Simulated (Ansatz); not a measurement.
# GeHF (triplet): B2PLYP, RPA-PBE over vertical spin and charge gaps, cc-pVTZ

How well do these functionals follow the top wave-function level for GeHF (triplet) over vertical spin and charge gaps?

The runs use Ansatz 0.2.0, Gaussian basis; cc-pVTZ, all electrons in the functionals, frozen cores in the correlation of double hybrids and RPA.

Plan: B2PLYP, RPA-PBE, at charge 0, triplet; charge 0, singlet; charge 0, quintet; charge 1, doublet; charge 1, quartet.

14 further runs of the same task are left out: 10 for a known fault of the program, 4 set aside as unsound or not needed.

### 1 The geometry

The geometry is a PBE0/def2-TZVP stationary point (not a proven minimum). No spin-orbit coupling is included. The filled d shell of Ge may be among the frozen orbitals whatever the setting's name suggests; the logs give the count.

3 atoms, charge 0, spin multiplicity 3.

Atoms are counted from 1 here; the program's logs count them from 0.

Bond lengths: Ge1–F2 1.745 Å, Ge1–H3 1.562 Å. Angles: F2–Ge1–H3 113.0°.

As a file:

```xyz
3
FGeH
Ge    0.0000   -0.0395    0.3494
F     0.0000    0.0792   -1.3917
H     0.0000    1.3536    1.0549
```

No dispersion term is added.

The geometry shown and the zero of energy belong to the point charge 0, triplet. The yardstick, UCCSDT(Q), and other wave-function levels (R restricted, U unrestricted, valence and pair active spaces) come from earlier runs.

### 2 B2PLYP, charge 0, triplet

Input file in.yaml:

```yaml
crystal:
  periodic: [false, false, false]
  atoms:
    - {symbol: Ge, position_ang: [0.000000, -0.039495, 0.349357]}
    - {symbol: F, position_ang: [0.000000, 0.079196, -1.391730]}
    - {symbol: H, position_ang: [0.000000, 1.353574, 1.054945]}
basis:
  gaussian: {orbitals: cc-pVTZ}
magnetization: {spin_polarized: true, initial_magnetization: 2}
hamiltonian: {xc: {name: B2PLYP}}
correlation: {electrons: outside_noble_gas}
```

Command:

```console
ansatz run in.yaml --threads 1 --pin off --events-out ev --progress --plain --max-ram 2816MiB --backend cpu
```

The log of the run:

```text
Functional definition: B2PLYP
  name "B2PLYP"
  cite "Grimme, J. Chem. Phys. 124, 034108 (2006) doi:10.1063/1.2148954"
  cite "Becke, Phys. Rev. A 38, 3098 (1988) doi:10.1103/PhysRevA.38.3098"
  cite "Lee, Yang & Parr, Phys. Rev. B 37, 785 (1988) doi:10.1103/PhysRevB.37.785"
  parameter a = 0.53
  parameter c = 0.27
  exchange = (1 - a)*b88_x + a*exact_x
  correlation = (1 - c)*lyp_c + c*(mp2_os + mp2_ss)
548 factors; integrals over basis functions are off by at most 1.1e-3 eV
mean field evaluation 1: about -59234.3651 eV, gradient 2.2e1 eV
mean field evaluation 2: about -59234.3912 eV, gradient 2.2e1 eV
mean field evaluation 4: about -59236.0271 eV, gradient 1.6e0 eV
mean field evaluation 8: about -59236.0615 eV, gradient 3.1e-1 eV
mean field evaluation 16: about -59236.0629 eV, gradient 3.3e-4 eV
mean field -59236.06294435 eV, -2176.8851615593 hartree, gradient 1.9e-6 eV, S^2 2.006573; 0 other end points of the search recorded, 0 dependent functions left out
15 core orbitals not correlated: weight in the atoms' cores, before any rotation towards them, 0.911 or more for the frozen orbitals, at most 0.089 for the correlated occupied ones
reference -59236.06306463 eV, -2176.8851659796 hartree; 7, 5 occupied and 65, 67 virtual orbitals, 548 factors
second order -10.97046235 eV of doubles, -0.00000000 eV of singles
Total energy: -59239.02508947 eV, -2176.9940183845 hartree
```

Wall time 3.2 s (1 thread of AMD EPYC 7R13, shared host).

From the report: ⟨S²⟩ of the determinant 2.007 (pure triplet: 2.00).

### 3 B2PLYP, charge 0, singlet

in.yaml, as its differences from that of step 2:

```diff
@@ -8,3 +8,3 @@
   gaussian: {orbitals: cc-pVTZ}
-magnetization: {spin_polarized: true, initial_magnetization: 2}
+magnetization: {spin_polarized: true, initial_magnetization: 0}
 hamiltonian: {xc: {name: B2PLYP}}
```

Same command.

The log of the run, shortened:

```text
Functional definition: B2PLYP
  name "B2PLYP"
  cite "Grimme, J. Chem. Phys. 124, 034108 (2006) doi:10.1063/1.2148954"
  cite "Becke, Phys. Rev. A 38, 3098 (1988) doi:10.1103/PhysRevA.38.3098"
  cite "Lee, Yang & Parr, Phys. Rev. B 37, 785 (1988) doi:10.1103/PhysRevB.37.785"
[...]
548 factors; integrals over basis functions are off by at most 1.1e-3 eV
[...]
mean field -59237.55004569 eV, -2176.9398115255 hartree, gradient 1.5e-6 eV, S^2 0.000000; 2 other end points of the search recorded, 0 dependent functions left out
15 core orbitals not correlated: weight in the atoms' cores, before any rotation towards them, 0.920 or more for the frozen orbitals, at most 0.093 for the correlated occupied ones
reference -59237.55015915 eV, -2176.9398156950 hartree; 6, 6 occupied and 66, 66 virtual orbitals, 548 factors
second order -11.59227463 eV of doubles, -0.00000000 eV of singles
Total energy: -59240.68007330 eV, -2177.0548379186 hartree
```

It took 6.5 s on 1 thread of AMD EPYC 7R13, shared host.

From the report: ⟨S²⟩ of the determinant 0.000 (pure singlet: 0.00).

From charge 0, triplet: -38.2 kcal/mol.

### 4 B2PLYP, charge 0, quintet

in.yaml, as its differences from that of step 3:

```diff
@@ -8,3 +8,3 @@
   gaussian: {orbitals: cc-pVTZ}
-magnetization: {spin_polarized: true, initial_magnetization: 0}
+magnetization: {spin_polarized: true, initial_magnetization: 4}
 hamiltonian: {xc: {name: B2PLYP}}
```

Same command.

The log of the run, shortened:

```text
Functional definition: B2PLYP
  name "B2PLYP"
  cite "Grimme, J. Chem. Phys. 124, 034108 (2006) doi:10.1063/1.2148954"
  cite "Becke, Phys. Rev. A 38, 3098 (1988) doi:10.1103/PhysRevA.38.3098"
  cite "Lee, Yang & Parr, Phys. Rev. B 37, 785 (1988) doi:10.1103/PhysRevB.37.785"
[...]
548 factors; integrals over basis functions are off by at most 1.1e-3 eV
[...]
mean field -59227.63956579 eV, -2176.5756081067 hartree, gradient 1.5e-6 eV, S^2 6.011448; 4 other end points of the search recorded, 0 dependent functions left out
15 core orbitals not correlated, not the lowest: weight in the atoms' cores, before any rotation towards them, 0.615 or more for the frozen orbitals, at most 0.391 for the correlated occupied ones
reference -59227.63968896 eV, -2176.5756126331 hartree; 8, 4 occupied and 64, 68 virtual orbitals, 548 factors
second order -10.38205625 eV of doubles, -0.00000000 eV of singles
Total energy: -59230.44284414 eV, -2176.6786266862 hartree
```

It took 9 s on 1 thread of AMD EPYC 7R13, shared host.

From the report: ⟨S²⟩ of the determinant 6.011 (pure quintet: 6.00).

From charge 0, triplet: +197.9 kcal/mol.

### 5 B2PLYP, charge 1, doublet

in.yaml, as its differences from that of step 4:

```diff
@@ -8,3 +8,4 @@
   gaussian: {orbitals: cc-pVTZ}
-magnetization: {spin_polarized: true, initial_magnetization: 4}
+total_charge: 1
+magnetization: {spin_polarized: true, initial_magnetization: 1}
 hamiltonian: {xc: {name: B2PLYP}}
```

Same command.

The log of the run, shortened:

```text
Functional definition: B2PLYP
  name "B2PLYP"
  cite "Grimme, J. Chem. Phys. 124, 034108 (2006) doi:10.1063/1.2148954"
  cite "Becke, Phys. Rev. A 38, 3098 (1988) doi:10.1103/PhysRevA.38.3098"
  cite "Lee, Yang & Parr, Phys. Rev. B 37, 785 (1988) doi:10.1103/PhysRevB.37.785"
[...]
548 factors; integrals over basis functions are off by at most 1.1e-3 eV
[...]
mean field -59228.34980602 eV, -2176.6017089540 hartree, gradient 3.0e-6 eV, S^2 0.762633; 0 other end points of the search recorded, 0 dependent functions left out
15 core orbitals not correlated: weight in the atoms' cores, before any rotation towards them, 0.973 or more for the frozen orbitals, at most 0.038 for the correlated occupied ones
reference -59228.34991909 eV, -2176.6017131092 hartree; 6, 5 occupied and 66, 67 virtual orbitals, 548 factors
second order -10.94599169 eV of doubles, -0.00000000 eV of singles
Total energy: -59231.30533685 eV, -2176.7103227085 hartree
```

Run time: 6 s. Hardware: 1 thread of AMD EPYC 7R13, shared host; peak memory 0.25 GiB.

From the report: ⟨S²⟩ of the determinant 0.763 (pure doublet: 0.75).

From charge 0, triplet: +178.0 kcal/mol.

### 6 B2PLYP, charge 1, quartet

in.yaml, as its differences from that of step 5:

```diff
@@ -9,3 +9,3 @@
 total_charge: 1
-magnetization: {spin_polarized: true, initial_magnetization: 1}
+magnetization: {spin_polarized: true, initial_magnetization: 3}
 hamiltonian: {xc: {name: B2PLYP}}
```

Same command.

The log of the run, shortened:

```text
Functional definition: B2PLYP
  name "B2PLYP"
  cite "Grimme, J. Chem. Phys. 124, 034108 (2006) doi:10.1063/1.2148954"
  cite "Becke, Phys. Rev. A 38, 3098 (1988) doi:10.1103/PhysRevA.38.3098"
  cite "Lee, Yang & Parr, Phys. Rev. B 37, 785 (1988) doi:10.1103/PhysRevB.37.785"
[...]
548 factors; integrals over basis functions are off by at most 1.1e-3 eV
[...]
mean field -59222.44374569 eV, -2176.3846652398 hartree, gradient 9.6e-6 eV, S^2 3.776433; 4 other end points of the search recorded, 0 dependent functions left out
15 core orbitals not correlated, not the lowest: weight in the atoms' cores, before any rotation towards them, 0.710 or more for the frozen orbitals, at most 0.298 for the correlated occupied ones
reference -59222.44386023 eV, -2176.3846694492 hartree; 7, 4 occupied and 65, 68 virtual orbitals, 548 factors
second order -9.36977560 eV of doubles, -0.00000000 eV of singles
Total energy: -59224.97369964 eV, -2176.4776393328 hartree
```

Wall time 11 s (1 thread of AMD EPYC 7R13, shared host); peak memory 0.25 GiB.

From the report: ⟨S²⟩ of the determinant 3.776 (pure quartet: 3.75).

From charge 0, triplet: +324.0 kcal/mol.

### 7 RPA-PBE, charge 0, triplet

Input file in.yaml:

```yaml
crystal:
  periodic: [false, false, false]
  atoms:
    - {symbol: Ge, position_ang: [0.000000, -0.039495, 0.349357]}
    - {symbol: F, position_ang: [0.000000, 0.079196, -1.391730]}
    - {symbol: H, position_ang: [0.000000, 1.353574, 1.054945]}
basis:
  gaussian: {orbitals: cc-pVTZ}
magnetization: {spin_polarized: true, initial_magnetization: 2}
hamiltonian: {xc: {name: PBE}}
correlation: {method: rpa, electrons: outside_noble_gas}
```

The command is unchanged.

The log of the run, shortened:

```text
Functional definition: PBE
  name "PBE"
  cite "Perdew, Burke & Ernzerhof, Phys. Rev. Lett. 77, 3865 (1996) doi:10.1103/PhysRevLett.77.3865"
  parent pbe
[...]
548 factors; integrals over basis functions are off by at most 1.1e-3 eV
[...]
mean field -59240.50019683 eV, -2177.0482275802 hartree, gradient 2.8e-6 eV, S^2 2.002345; 0 other end points of the search recorded, 0 dependent functions left out
15 core orbitals not correlated: weight in the atoms' cores, before any rotation towards them, 0.854 or more for the frozen orbitals, at most 0.145 for the correlated occupied ones
reference -59195.12596495 eV, -2175.3807553145 hartree; 7, 5 occupied and 65, 67 virtual orbitals, 548 factors
Total energy: -59210.12196750 eV, -2175.9318482436 hartree
```

It took 4.1 s on 1 thread of AMD EPYC 7R13, shared host.

From the report: ⟨S²⟩ of the determinant 2.002 (pure triplet: 2.00).

### 8 RPA-PBE, charge 0, singlet

in.yaml, as its differences from that of step 7:

```diff
@@ -8,3 +8,3 @@
   gaussian: {orbitals: cc-pVTZ}
-magnetization: {spin_polarized: true, initial_magnetization: 2}
+magnetization: {spin_polarized: true, initial_magnetization: 0}
 hamiltonian: {xc: {name: PBE}}
```

Launched as before.

The log of the run, shortened:

```text
Functional definition: PBE
  name "PBE"
  cite "Perdew, Burke & Ernzerhof, Phys. Rev. Lett. 77, 3865 (1996) doi:10.1103/PhysRevLett.77.3865"
  parent pbe
[...]
548 factors; integrals over basis functions are off by at most 1.1e-3 eV
[...]
mean field -59242.08339596 eV, -2177.1064090753 hartree, gradient 2.8e-6 eV, S^2 0.000000; 3 other end points of the search recorded, 0 dependent functions left out
15 core orbitals not correlated: weight in the atoms' cores, before any rotation towards them, 0.864 or more for the frozen orbitals, at most 0.153 for the correlated occupied ones
reference -59196.17344837 eV, -2175.4192496201 hartree; 6, 6 occupied and 66, 66 virtual orbitals, 548 factors
Total energy: -59211.76419055 eV, -2175.9921988275 hartree
```

Run time: 4.1 s. Hardware: 1 thread of AMD EPYC 7R13, shared host.

From the report: ⟨S²⟩ of the determinant 0.000 (pure singlet: 0.00).

From charge 0, triplet: -37.9 kcal/mol.

### 9 RPA-PBE, charge 0, quintet

in.yaml, as its differences from that of step 8:

```diff
@@ -8,3 +8,3 @@
   gaussian: {orbitals: cc-pVTZ}
-magnetization: {spin_polarized: true, initial_magnetization: 0}
+magnetization: {spin_polarized: true, initial_magnetization: 4}
 hamiltonian: {xc: {name: PBE}}
```

Same command.

The log of the run, shortened:

```text
Functional definition: PBE
  name "PBE"
  cite "Perdew, Burke & Ernzerhof, Phys. Rev. Lett. 77, 3865 (1996) doi:10.1103/PhysRevLett.77.3865"
  parent pbe
[...]
548 factors; integrals over basis functions are off by at most 1.1e-3 eV
[...]
mean field -59232.40384479 eV, -2176.7506921307 hartree, gradient 2.2e-6 eV, S^2 6.002636; 12 other end points of the search recorded, 0 dependent functions left out
15 core orbitals not correlated: weight in the atoms' cores, before any rotation towards them, 0.530 or more for the frozen orbitals, at most 0.476 for the correlated occupied ones
reference -59186.95730834 eV, -2175.0805627208 hartree; 8, 4 occupied and 64, 68 virtual orbitals, 548 factors
Total energy: -59202.01827528 eV, -2175.6340430472 hartree
```

Wall time 11 s (1 thread of AMD EPYC 7R13, shared host).

From the report: ⟨S²⟩ of the determinant 6.003 (pure quintet: 6.00).

From charge 0, triplet: +186.9 kcal/mol.

### 10 RPA-PBE, charge 1, doublet

in.yaml, as its differences from that of step 9:

```diff
@@ -8,3 +8,4 @@
   gaussian: {orbitals: cc-pVTZ}
-magnetization: {spin_polarized: true, initial_magnetization: 4}
+total_charge: 1
+magnetization: {spin_polarized: true, initial_magnetization: 1}
 hamiltonian: {xc: {name: PBE}}
```

Launched as before.

The log of the run, shortened:

```text
Functional definition: PBE
  name "PBE"
  cite "Perdew, Burke & Ernzerhof, Phys. Rev. Lett. 77, 3865 (1996) doi:10.1103/PhysRevLett.77.3865"
  parent pbe
[...]
548 factors; integrals over basis functions are off by at most 1.1e-3 eV
[...]
mean field -59232.77353216 eV, -2176.7642778911 hartree, gradient 6.8e-6 eV, S^2 0.754025; 0 other end points of the search recorded, 0 dependent functions left out
15 core orbitals not correlated: weight in the atoms' cores, before any rotation towards them, 0.951 or more for the frozen orbitals, at most 0.062 for the correlated occupied ones
reference -59187.40202799 eV, -2175.0969058666 hartree; 6, 5 occupied and 66, 67 virtual orbitals, 548 factors
Total energy: -59202.15029006 eV, -2175.6388945009 hartree
```

Run time: 2.5 s. Hardware: 1 thread of AMD EPYC 7R13, shared host.

From the report: ⟨S²⟩ of the determinant 0.754 (pure doublet: 0.75).

From charge 0, triplet: +183.8 kcal/mol.

### 11 RPA-PBE, charge 1, quartet

in.yaml, as its differences from that of step 10:

```diff
@@ -9,3 +9,3 @@
 total_charge: 1
-magnetization: {spin_polarized: true, initial_magnetization: 1}
+magnetization: {spin_polarized: true, initial_magnetization: 3}
 hamiltonian: {xc: {name: PBE}}
```

Same command.

The log of the run, shortened:

```text
Functional definition: PBE
  name "PBE"
  cite "Perdew, Burke & Ernzerhof, Phys. Rev. Lett. 77, 3865 (1996) doi:10.1103/PhysRevLett.77.3865"
  parent pbe
[...]
548 factors; integrals over basis functions are off by at most 1.1e-3 eV
[...]
mean field -59226.76624287 eV, -2176.5435140815 hartree, gradient 8.8e-6 eV, S^2 3.755272; 8 other end points of the search recorded, 0 dependent functions left out
15 core orbitals not correlated: weight in the atoms' cores, before any rotation towards them, 0.665 or more for the frozen orbitals, at most 0.342 for the correlated occupied ones
reference -59181.98102307 eV, -2174.8976876101 hartree; 7, 4 occupied and 65, 68 virtual orbitals, 548 factors
Total energy: -59196.42085978 eV, -2175.4283418219 hartree
```

Run time: 7.5 s. Hardware: 1 thread of AMD EPYC 7R13, shared host.

From the report: ⟨S²⟩ of the determinant 3.755 (pure quartet: 3.75).

From charge 0, triplet: +316.0 kcal/mol.

### 12 The comparison

The yardstick is UCCSDT(Q), where the cluster series has nearly closed. It comes from earlier runs at the same points. Energies in kcal/mol, counted from charge 0, triplet; blanks weren't run or aren't comparable.

```
    level  triplet to singlet  triplet to quintet  ionisation to the doublet cation  ionisation to the quartet cation
UCCSDT(Q)               -36.4                                                 179.9                                  
   B2PLYP               -38.2               197.9                             178.0                             324.0
  RPA-PBE               -37.9               186.9                             183.8                             316.0
```

Largest miss and mean time a point (UCCSDT(Q) took 15 s a point; shared hosts):

```
  level  largest miss (kcal/mol)                             where  time a point
 B2PLYP                     -1.9  ionisation to the doublet cation         7.1 s
RPA-PBE                     +3.9  ionisation to the doublet cation         5.7 s
```

### 13 Outcome

| quantity | value |
| --- | --- |
| triplet to singlet, UCCSDT(Q) | -36.4 kcal/mol |
| ionisation to the doublet cation, UCCSDT(Q) | 179.9 kcal/mol |
| largest miss, B2PLYP | -1.9 kcal/mol (ionisation to the doublet cation) |
| largest miss, RPA-PBE | +3.9 kcal/mol (ionisation to the doublet cation) |

What this shows: Misses are known at 2 of 4 points at best, and only functionals with that many are ranked. Of the functionals, B2PLYP keep the smallest largest miss at the points compared (at most 1.9 kcal/mol) and RPA-PBE strays most (3.9 kcal/mol, at ionisation to the doublet cation). Functionals and the yardstick converge differently with the basis, so part of each miss in cc-pVTZ is the basis. The program flags that the yardstick's amplitudes may have other solutions at some points.
